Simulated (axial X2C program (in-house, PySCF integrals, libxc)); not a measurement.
# A two-component session on LaBr: properties at the nuclei

Wanted for LaBr: properties at the nuclei, at the two-component level.

Method: two-component X2C with atomic mean-field terms, La dyall-cv3z, Br dyall-cv3z; program: an in-house X2C program for linear molecules on PySCF integrals.

All values are calculated.

## Step 1: Input

task.json

```json
{"zs": [57, 35], "q": 0, "bas": ["dyall-cv3z", "dyall-cv3z"], "r0": 2.94, "levels": ["PBE0", "HF", "PBE", "TPSSh", "PBE50"], "nst": 2}
```

Keys: zs atomic numbers; q charge; bas basis sets; r0 starting distance in Å; levels methods (HF also brings MP2); nst determinants followed.

Command:

```sh
> python soeom.py task.json out
```

The runs that follow: Expectation values, lowest determinant; Expectation values, a higher determinant.

Q: Predict the outcome of this session. Wanted: lowest determinant; Eeff magnitude; Ws magnitude La; A∥/gI La; qzz La; higher determinant (for each run or level that gives them).

As calculated:

| quantity | value |
| --- | --- |
| lowest determinant | Ω = 1 (excess of +ω over −ω: ω = -1/2, ω = 3/2) |
| Eeff magnitude (GV/cm), PBE0 | 4.47 |
| Ws magnitude La (kHz), PBE0 | 2.84 |
| A∥/gI La (MHz), PBE0 | -1580 |
| qzz La (a.u.), PBE0 | -0.67 |
| higher determinant | Ω = 3 (excess of +ω over −ω: ω = 1/2, ω = 5/2) |
| Eeff magnitude (GV/cm), PBE0, higher determinant | 4.33 |
| Ws magnitude La (kHz), PBE0, higher determinant | 0.924 |
| A∥/gI La (MHz), PBE0, higher determinant | 773 |
| qzz La (a.u.), PBE0, higher determinant | -0.74 |

**Reading.** In the first state, the effective field runs from 3.48 to 7.26 GV/cm over the mean-field levels, so the levels don't agree on it. The expectation values come from single determinants, which for open shells can mix terms of unlike spin or miss the lowest Ω, so a determinant need not be a state. Eeff is the effective electric field on the electron dipole moment in this Ω state and Ws the scalar–pseudoscalar constant (defined with the proton number Z and per Ω); A∥ is the parallel hyperfine constant, which follows by multiplying with the nuclear g factor gI = μI/(I μN); qzz is the electric field gradient, eQq0 = 234.96 MHz × Q/barn × qzz; μ is positive if Br is the positive end. The operators were transformed with the bare-nucleus X2C matrices.
